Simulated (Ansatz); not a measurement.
**CHClGa+ (triplet): the correlation ladder, cc-pVDZ**

The task here is to estimate one member of a computed series from the others.

The runs use Ansatz 0.2.0, Gaussian basis; cc-pVDZ, core rule «outside noble gas», up to 20 orbitals frozen.

The runs, in order: UHF; CCSD(T) on ROHF; CCSD(T) on UHF; BCCD(T) on ROHF; CISD; CCSDT(Q) on ROHF; CCSDT(Q) on UHF; CASSCF and NEVPT2, 10 electrons in 10 orbitals.

23 further runs of the same task are left out: 2 for a known fault of the program, 7 that didn't finish, 14 set aside as unsound or not needed.

## The system

The geometry is a PBE0/def2-TZVP stationary point (not a proven minimum) of the parent state, kept for this charge and spin. No spin-orbit coupling is included. The filled d shell of Ga may be among the frozen orbitals whatever the setting's name suggests; the logs give the count.

4 atoms, charge 1, spin multiplicity 3.

Atoms are counted from 1 here; the program's logs count them from 0.

Bond lengths: Cl1–C2 1.726 Å, C2–Ga3 2.034 Å, C2–H4 1.091 Å. Angles: Cl1–C2–Ga3 113.0°, Cl1–C2–H4 110.2°, Ga3–C2–H4 136.8°.

Geometry (Å):

```xyz
4

Cl    0.0000   -0.2243    1.9932
C     0.0000    0.8739    0.6620
Ga    0.0000   -0.0640   -1.1423
H     0.0000    1.9032    1.0230
```

Set-up of the first run:

in.yaml

```yaml
crystal:
  periodic: [false, false, false]
  atoms:
    - {symbol: Cl, position_ang: [0.000000, -0.224282, 1.993212]}
    - {symbol: C, position_ang: [0.000000, 0.873891, 0.661996]}
    - {symbol: Ga, position_ang: [0.000000, -0.064009, -1.142342]}
    - {symbol: H, position_ang: [0.000000, 1.903187, 1.023017]}
basis:
  gaussian: {orbitals: cc-pVDZ}
total_charge: 1
magnetization: {spin_polarized: true, initial_magnetization: 2}
hamiltonian: {xc: hf}
output: {orbitals: {seedname: orbitals}}
```

Launch:

```console
$ ansatz run in.yaml --threads 1 --pin off --events-out ev --progress --plain --max-ram 2393MiB
```

Steps of the session up to this table: UHF; CCSD(T) on ROHF; CCSD(T) on UHF; BCCD(T) on ROHF; CISD; CCSDT(Q) on ROHF; CCSDT(Q) on UHF; CASSCF and NEVPT2, 10 electrons in 10 orbitals.

One table of the session follows, with a row left open; its other results are not shown here.

| method | from UCCSDT(Q) (kcal/mol) |
| --- | --- |
| ROHF | +206.23 |
| UHF | +198.01 |
| RMP2 | +28.01 |
| UMP2 | +29.95 |
| RCCSD | +8.27 |
| UCCSD | +7.75 |
| RCCSD(T) | +1.53 |
| UCCSD(T) | +1.49 |
| BCCD(T) | ? |
| RCCSDT | +0.80 |
| UCCSDT | +0.58 |
| RCCSDT(Q) | +0.28 |
| UCCSDT(Q) | 0 |
| CASSCF frontier | +146.51 |
| NEVPT2 frontier | +27.36 |

Q: Estimate the row for BCCD(T) from the others.

The run gave: from UCCSDT(Q) (kcal/mol): +1.58. In the column «from UCCSDT(Q) (kcal/mol)» it lies between RCCSD(T) (+1.53) and UCCSD (+7.75).

Not comparable, so not listed: CISD (they don't share determinant, frozen orbitals or solution with the rows shown, or repeat one).

Limits of these values: Restricted and unrestricted rows rest on different reference determinants; where their highest levels disagree by more than a few hundredths of an eV, they describe different states and don't form one ladder.
